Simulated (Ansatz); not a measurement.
# CH₈GeO (built from SMILES O.[CH3][GeH3]): search for a transition state

Is there a first-order saddle for this four-centre ligand exchange, which should form Ge1–O7, H2–H6 and break Ge1–H2, H6–O7, and which two structures does it connect?

Method: PBE0-D4, def2-SVP first, then def2-TZVP; program: Ansatz 0.2.0, Gaussian basis.

152 further runs of the same task are left out: 152 set aside as unsound or not needed.

### Step 1. The system as given

The guess: 11 atoms, charge 0, spin multiplicity 1.

Atoms are counted from 1 here; the program's logs count them from 0.

Bond lengths: Ge1–H3 1.514 Å, Ge1–H4 1.533 Å, Ge1–C5 1.978 Å, Ge1–O7 2.031 Å, C5–H8 1.086 Å, C5–H9 1.084 Å, C5–H10 1.086 Å, H6–O7 1.164 Å, O7–H11 0.968 Å. Angles: H3–Ge1–H4 102.4°, H3–Ge1–C5 121.3°, H3–Ge1–O7 117.1°, H4–Ge1–C5 106.4°, H4–Ge1–O7 88.2°, C5–Ge1–O7 113.9°, Ge1–C5–H8 110.6°, Ge1–C5–H9 111.1°, Ge1–C5–H10 109.5°, H8–C5–H9 109.0°, H8–C5–H10 108.3°, H9–C5–H10 108.2°, Ge1–O7–H6 82.2°, Ge1–O7–H11 140.2°, H6–O7–H11 137.6°.

Geometry (Å):

```
Ge   -0.45300   -0.28460   -0.49340
H     1.42690    0.16700   -0.99400
H    -0.48530   -1.16590   -1.72450
H    -1.92800    0.09510   -0.32110
C     0.15040   -0.98540    1.25470
H     1.02240    1.27160   -0.98180
O    -0.04580    1.68560   -0.77480
H    -0.64530   -1.54430    1.73720
H     1.01540   -1.62930    1.13970
H     0.42670   -0.15770    1.90130
H    -0.48440    2.54790   -0.74320
```

Distances that are to change: Ge1–O7 2.03 Å, H2–H6 1.18 Å, Ge1–H2 2.00 Å, H6–O7 1.16 Å.

### Step 2. Constrained relaxation of the guess

Contents of hold/in.yaml:

```yaml
crystal:
  periodic: [false, false, false]
  atoms:
    - {symbol: Ge, position_ang: [-0.453000, -0.284600, -0.493400]}
    - {symbol: H, position_ang: [1.426900, 0.167000, -0.994000]}
    - {symbol: H, position_ang: [-0.485300, -1.165900, -1.724500]}
    - {symbol: H, position_ang: [-1.928000, 0.095100, -0.321100]}
    - {symbol: C, position_ang: [0.150400, -0.985400, 1.254700]}
    - {symbol: H, position_ang: [1.022400, 1.271600, -0.981800]}
    - {symbol: O, position_ang: [-0.045800, 1.685600, -0.774800]}
    - {symbol: H, position_ang: [-0.645300, -1.544300, 1.737200]}
    - {symbol: H, position_ang: [1.015400, -1.629300, 1.139700]}
    - {symbol: H, position_ang: [0.426700, -0.157700, 1.901300]}
    - {symbol: H, position_ang: [-0.484400, 2.547900, -0.743200]}
basis:
  gaussian: {orbitals: def2-SVP}
hamiltonian: {xc: pbe0, dispersion: d4}
relax: {f_tol: 0.04, max_steps: 150, escape_saddle: false, constraints: [{distance: [0, 6]}, {distance: [1, 5]}, {distance: [0, 1]}, {distance: [5, 6]}]}
```

On the command line:

```console
ansatz run in.yaml --threads 4 --pin off --events-out ev --progress --plain --max-ram 9574MiB
```

Further steps of the session: Force constants to start from; Saddle search in the small basis; Saddle search in triple zeta; Vibrations at the point found; Relaxing after a step of 0.30 Å one way along the mode; Relaxing after a step of 0.30 Å the other way along the mode.

**Question.** What will these runs give? Wanted: imaginary mode; barrier from the start side; barrier from the end side; energy of the step; pairs that change; zero-point energy at the saddle.

As calculated:

| quantity | value |
| --- | --- |
| imaginary mode | 1278i cm⁻¹ |
| barrier from the start side | 186.2 kJ/mol |
| barrier from the end side | 186.4 kJ/mol |
| energy of the step | -0.2 kJ/mol |
| pairs that change | Ge1–O7 formed, H2–H6 formed, Ge1–H2 broken, H6–O7 broken |
| zero-point energy at the saddle | 2.156 eV |

One imaginary mode, 1278i cm⁻¹, makes this a first-order saddle. It joins the planned start and end. At PBE0-D4/def2-TZVP the electronic barrier is 186.2 kJ/mol, about 75 kT at 298 K, and the step runs 0.2 kJ/mol downhill. With so stiff a mode tunnelling counts: Wigner's rough correction is a factor of 2.6 at 298 K. A step off the saddle overshot and began above it in energy, so the link to its end is likely but not proven. The ends are the nearest minima, not always the lowest complexes.
